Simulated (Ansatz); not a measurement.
# CuCH2+ (triplet): relaxing a cheap start

Where does this start of CuCH2+ (triplet) end when it is relaxed?

Program: Ansatz 0.2.0, Gaussian basis. Level of theory: UKS PBE0/def2-TZVP. These are calculated values, not measurements.

**1. The system as given**

4 atoms, charge 1, spin multiplicity 3.

Atoms are counted from 1 here; the program's logs count them from 0.

Bond lengths: Cu1–C2 1.936 Å, C2–H3 1.083 Å, C2–H4 1.083 Å. Angles: Cu1–C2–H3 118.1°, Cu1–C2–H4 118.1°, H3–C2–H4 123.7°.

Geometry (Å):

```
atom    x (Å)    y (Å)    z (Å)
 Cu1  -0.3634  -0.0003  -0.0010
  C2   1.5729   0.0013   0.0042
  H3   2.0830   0.9570   0.0028
  H4   2.0846  -0.9534   0.0083
```

The start was built by rule and, where that kept it together, relaxed with GFN2-xTB. Sticks and bond lists go by distance. 

**2. The run**

The input, in.yaml:

```yaml
crystal:
  periodic: [false, false, false]
  atoms:
    - {symbol: Cu, position_ang: [-0.363394, -0.000309, -0.000966]}
    - {symbol: C, position_ang: [1.572890, 0.001338, 0.004179]}
    - {symbol: H, position_ang: [2.082999, 0.956979, 0.002766]}
    - {symbol: H, position_ang: [2.084609, -0.953434, 0.008308]}
basis:
  gaussian: {orbitals: def2-TZVP}
total_charge: 1
magnetization: {spin_polarized: true, initial_magnetization: 2}
hamiltonian: {xc: pbe0}
relax: {f_tol: 0.004, max_steps: 80}
```

The run is started by

```
ansatz run in.yaml --threads 1 --pin off --events-out ev --progress --plain --max-ram 2176MiB
```

Q: Predict the outcome of this session. Wanted: energy gained; shift from the start; total energy; ⟨S²⟩.

As calculated:

| quantity | value |
| --- | --- |
| steps | 5 |
| energy gained | 0.057 eV |
| shift from the start (rms) | 0.061 Å |
| total energy | -45691.5850 eV |
| ⟨S²⟩ | 2.012 |

The bonds of the start are those of the end. Cu1–C2 went from 1.936 to 1.886 Å. No vibrations were run, so this is a stationary point, not a proven minimum, and this spin need not be the ground state's.
